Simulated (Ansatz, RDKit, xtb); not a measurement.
**Isomers of C3H8BNO3, a sample narrowed down**

A sample of isomers of C3H8BNO3 is drawn. Aim: find which of them has the lowest free energy at 298.15 K, then its properties. The sample is small against all isomers, and the most stable one of this formula need not be in it.

Plan: many cheap relaxations first (GFN2-xTB), then density-functional screening, relaxation at PBE0-D3(BJ)/def2-SVP, vibrations (at GFN2-xTB) and a final energy. The numbers are computed, not measured.

## 1. Possible bonding patterns

Isomers were taken from a list of plausible structures; this is a sample, not all of them. That gives 4 candidates.

```csv
label,SMILES,spin
c323,CC(=O)NCB(O)O,singlet
c533,CO[C@@H]1COB(N)O1,singlet
c810,CN(C=O)CB(O)O,singlet
c869,COB(NC=O)OC,singlet
```

Candidates are built by distance geometry, with a force field where one applies, in up to four conformers (letters a to d).

Q: Predict the outcome of this search (final energies at CCSD(T)/def2-SVP + MP2/def2-TZVPP - MP2/def2-SVP).

| quantity | value |
| --- | --- |
| lowest structure found | CC(=O)NCB(O)O, singlet |
| next finalist | CN(C=O)CB(O)O, singlet, 10.3 kcal/mol higher in G |
| share at equilibrium, among the finalists | 100.0 % |

The lowest structure found is `CC(=O)NCB(O)O`. Among the finalists first place is clear (10.3 kcal/mol); structures outside the list aren't covered. r2SCAN-D4/def2-SVP, PBE0-D3(BJ)/def2-SVP, HF/def2-SVP and MP2/def2-SVP already put its bonding pattern lowest among the structures in one piece; GFN2-xTB and HF/STO-3G favour the singlet CO[C@@H]1COB(N)O1. 3 minima inside the window were never screened. The search is not exhaustive (a finite list of starts, one conformer a finalist), so a lower isomer can't be ruled out. Only 4 drawn patterns were tried, so whole families of isomers are missing, and the result ranks this sample alone.
